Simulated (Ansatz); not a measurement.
# ZnO: the cost of one run

Method: DFT PBE, scalar-relativistic, plane waves, PAW, and further levels as typed in the inputs, in Ansatz 0.2.0.

### Step 1. The system as given

It takes space group P6_3mc (No. 186, hexagonal). Conventional cell: a = 3.231 Å, b = 3.231 Å, c = 5.207 Å, α = 90.00°, β = 90.00°, γ = 120.00°. Zn (site symmetry 3m) has 4 O at 1.96 to 1.99 Å as nearest neighbours. O (site symmetry 3m) has 4 Zn at 1.96 to 1.99 Å as nearest neighbours.

Structure file:

```cif
data_structure
_symmetry_space_group_name_H-M 'P 1'
_symmetry_Int_Tables_number 1
_cell_length_a 3.2305
_cell_length_b 3.2305
_cell_length_c 5.2070
_cell_angle_alpha 90.000
_cell_angle_beta 90.000
_cell_angle_gamma 120.000
_cell_volume 47.06
loop_
_atom_site_label
_atom_site_type_symbol
_atom_site_fract_x
_atom_site_fract_y
_atom_site_fract_z
_atom_site_occupancy
Zn1 Zn 0.33333 0.66667 0.00000 1
Zn2 Zn 0.66667 0.33333 0.50000 1
O1 O 0.33333 0.66667 0.38200 1
O2 O 0.66667 0.33333 0.88200 1
```

### Step 2. Relaxing the atoms: ZnO, no spin

input.yaml

```yaml
crystal:
  lattice:
    - [3.2305, 0.0, 0.0]
    - [-1.61525, 2.79769507, 0.0]
    - [0.0, 0.0, 5.207]
  atoms:
    - { symbol: Zn, position: [0.3333333333, 0.6666666667, 0.0] }
    - { symbol: Zn, position: [0.6666666667, 0.3333333333, 0.5] }
    - { symbol: O, position: [0.3333333333, 0.6666666667, 0.382] }
    - { symbol: O, position: [0.6666666667, 0.3333333333, 0.882] }
scf:
  occupations: { method: gaussian, width: 0.05 }
output:
  forces: true
  stress: true
hamiltonian:
  xc: pbe
kpoints:
  mp_grid: { grid: [8, 8, 5] }
relax:
  f_tol: 0.003
```

Started as:

```console
$ ansatz run input.yaml --threads 4 --pin off --max-ram 10240MiB --backend cpu --events-out ev --progress --plain --runs-dir out
```

Q: Estimate wall time and peak memory on 4 threads of Arm Neoverse N1, shared host.

About 3.9 s, with a peak of 0.36 GiB.
